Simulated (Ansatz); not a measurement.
# C₂H₆ClSi radical: a ladder of functionals and wavefunction methods

One table from this session's results is given with a row withheld; the runs are named, their logs left out.

Program: Ansatz 0.2.0, Gaussian basis. Level of theory: functionals in def2-TZVPP, the program's frozen cores in correlated methods. These are calculated values, not measurements.

Plan: LDA (SPW92), PBE-D4, revPBE-D4, BLYP-D4, r2SCAN-D4, B97M-V, PBE0-D4, B3LYP-D4, r2SCANh-D4, r2SCAN0-D4, HSE06-D4, BHLYP-D4, CAM-B3LYP-D4, LC-ωPBE, ωB97X-V, ωB97M-V, B2PLYP, PBE-QIDH; CCSD(T)/def2-SVP; CCSD(T)/def2-TZVPP; MP2/def2-QZVPP; extrapolation to the limit; RPA on PBE.

**The relaxed structure**

An earlier PBE0-D4 in a triple-zeta def2 set relaxation fixed the geometry.

10 atoms, charge 0, spin multiplicity 2.

Atoms are counted from 1 here; the program's logs count them from 0.

Bond lengths: C1–Si2 1.870 Å, C1–H5 1.091 Å, C1–H6 1.093 Å, C1–H7 1.095 Å, Si2–C3 1.870 Å, Si2–Cl4 2.075 Å, C3–H8 1.093 Å, C3–H9 1.095 Å, C3–H10 1.091 Å. Angles: Si2–C1–H5 111.1°, Si2–C1–H6 110.2°, Si2–C1–H7 110.0°, H5–C1–H6 108.5°, H5–C1–H7 108.4°, H6–C1–H7 108.6°, C1–Si2–C3 112.2°, C1–Si2–Cl4 108.1°, C3–Si2–Cl4 108.1°, Si2–C3–H8 110.2°, Si2–C3–H9 110.0°, Si2–C3–H10 111.1°, H8–C3–H9 108.6°, H8–C3–H10 108.5°, H9–C3–H10 108.4°.

The first run:

in.yaml reads:

```yaml
crystal:
  periodic: [false, false, false]
  atoms:
    - {symbol: C, position_ang: [-0.236457, 1.376217, -0.713065]}
    - {symbol: Si, position_ang: [-0.714402, -0.381586, -0.292179]}
    - {symbol: C, position_ang: [0.293908, -1.069285, 1.124096]}
    - {symbol: Cl, position_ang: [-0.365721, -1.561063, -1.962821]}
    - {symbol: H, position_ang: [-0.818622, 1.749839, -1.556729]}
    - {symbol: H, position_ang: [-0.409520, 2.030212, 0.145308]}
    - {symbol: H, position_ang: [0.824711, 1.422174, -0.977966]}
    - {symbol: H, position_ang: [0.133128, -0.473498, 2.026121]}
    - {symbol: H, position_ang: [1.359090, -1.041341, 0.873154]}
    - {symbol: H, position_ang: [0.017184, -2.102868, 1.337181]}
basis:
  gaussian: {orbitals: def2-TZVPP}
magnetization: {spin_polarized: true, initial_magnetization: 1}
hamiltonian: {xc: lda}
output: {orbitals: {seedname: orbitals}}
```

Among the steps run: LDA; PBE-D4 (GGA); revPBE-D4 (GGA); BLYP-D4 (GGA); r2SCAN-D4 (meta-GGA); B97M-V (meta-GGA); PBE0-D4 (hybrid); B3LYP-D4 (hybrid); r2SCANh-D4 (hybrid); r2SCAN0-D4 (hybrid); HSE06-D4 (hybrid); BHLYP-D4 (hybrid); CAM-B3LYP-D4 (range-separated); LC-ωPBE-D4 (range-separated; the results give it without D4); ωB97X-V (range-separated); ωB97M-V (range-separated); B2PLYP (double hybrid); PBE-QIDH (double hybrid).

One of the session's tables, all rows but one given; the rest of the session is left out.

It belongs to the step «Frontier levels by functional». 

```
  functional  HOMO (eV)  LUMO (eV)  gap (eV)
 LDA (SPW92)      -4.59      -3.38      1.21
      PBE-D4      -4.63      -2.94      1.69
   revPBE-D4          ?          ?         ?
     BLYP-D4      -4.44      -3.00      1.44
   r2SCAN-D4      -4.98      -2.47      2.51
      B97M-V      -4.65      -3.11      1.54
     PBE0-D4      -5.78      -2.04      3.75
    B3LYP-D4      -5.51      -2.46      3.05
  r2SCANh-D4      -5.40      -2.18      3.22
  r2SCAN0-D4      -6.03      -1.76      4.27
    HSE06-D4      -5.39      -2.42      2.97
    BHLYP-D4      -6.77      -1.29      5.48
CAM-B3LYP-D4      -7.01      -1.20      5.81
     LC-ωPBE      -8.43       0.25      8.69
     ωB97X-V      -7.92      -0.34      7.58
     ωB97M-V      -7.52      -0.49      7.04
```

Q: Estimate the row for revPBE-D4 from the others.

The run gave: HOMO (eV): -4.62; LUMO (eV): -2.80; gap (eV): 1.82. In the column «HOMO (eV)» it lies between PBE-D4 (-4.63) and LDA (SPW92) (-4.59).
